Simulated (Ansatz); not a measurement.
**C₂H₅ClOSi: how energies converge with the basis set**

One table from this session's results is given with a row withheld; the runs are named, their logs left out.

Computed with Ansatz 0.2.0, Gaussian basis. Level: one geometry, several basis sets.

The runs, in order: PBE0-D4/def2-SVP; ωB97M-V/def2-SVP; PBE0-D4/def2-QZVPP; ωB97M-V/def2-QZVPP; the functionals' def2-TZVPP values are taken from earlier runs.

**The geometry**

All runs share one geometry, relaxed beforehand with PBE0-D4 in a triple-zeta def2 set.

10 atoms, charge 0, spin multiplicity 1.

Atoms are counted from 1 here; the program's logs count them from 0.

Bond lengths: C1–C2 1.331 Å, C1–H6 1.086 Å, C1–H7 1.086 Å, C2–Si3 1.848 Å, C2–H8 1.088 Å, Si3–O4 1.635 Å, Si3–Cl5 2.063 Å, Si3–H9 1.476 Å, O4–H10 0.959 Å. Angles: C2–C1–H6 122.2°, C2–C1–H7 121.6°, H6–C1–H7 116.2°, C1–C2–Si3 122.2°, C1–C2–H8 118.8°, Si3–C2–H8 119.0°, C2–Si3–O4 112.0°, C2–Si3–Cl5 107.2°, C2–Si3–H9 113.6°, O4–Si3–Cl5 110.7°, O4–Si3–H9 106.0°, Cl5–Si3–H9 107.4°, Si3–O4–H10 117.9°.

Geometry (Å):

```xyz
10
charge 0, multiplicity 1
C    -1.6051    0.3034    0.2879
C    -0.4859   -0.1713    0.8288
Si    1.0348   -0.4875   -0.1731
O     0.9221    0.1509   -1.6743
Cl    2.6226    0.3385    0.8519
H    -2.4998    0.4872    0.8759
H    -1.6748    0.5250   -0.7734
H    -0.4676   -0.3823    1.8964
H     1.3305   -1.9212   -0.3618
H     0.9062    1.1062   -1.7550
```

The first run:

File in.yaml:

```yaml
crystal:
  periodic: [false, false, false]
  atoms:
    - {symbol: C, position_ang: [-1.605080, 0.303360, 0.287908]}
    - {symbol: C, position_ang: [-0.485948, -0.171304, 0.828758]}
    - {symbol: Si, position_ang: [1.034763, -0.487541, -0.173106]}
    - {symbol: O, position_ang: [0.922116, 0.150888, -1.674314]}
    - {symbol: Cl, position_ang: [2.622595, 0.338495, 0.851858]}
    - {symbol: H, position_ang: [-2.499798, 0.487233, 0.875937]}
    - {symbol: H, position_ang: [-1.674829, 0.524984, -0.773428]}
    - {symbol: H, position_ang: [-0.467587, -0.382262, 1.896415]}
    - {symbol: H, position_ang: [1.330520, -1.921159, -0.361777]}
    - {symbol: H, position_ang: [0.906248, 1.106205, -1.755050]}
basis:
  gaussian: {orbitals: def2-SVP}
hamiltonian: {xc: pbe0, dispersion: d4}
output: {orbitals: {seedname: orbitals}}
```

Among the steps run: PBE0-D4 in def2-SVP; ωB97M-V in def2-SVP; PBE0-D4 in def2-QZVPP; ωB97M-V in def2-QZVPP.

One of the session's tables, all rows but one given; the rest of the session is left out.

It belongs to the step «Functionals by basis». 

| functional | basis | HOMO (eV) |
| --- | --- | --- |
| PBE0-D4 | def2-SVP | -8.30 |
| PBE0-D4 | def2-TZVPP | -8.37 |
| PBE0-D4 | def2-QZVPP | -8.39 |
| ωB97M-V | def2-SVP | ? |
| ωB97M-V | def2-TZVPP | -10.62 |
| ωB97M-V | def2-QZVPP | -10.64 |

Estimate the missing values for ωB97M-V, def2-SVP.

The run gave: HOMO (eV): -10.53. In the column «HOMO (eV)» it lies between ωB97M-V, def2-TZVPP (-10.62) and PBE0-D4, def2-QZVPP (-8.39).
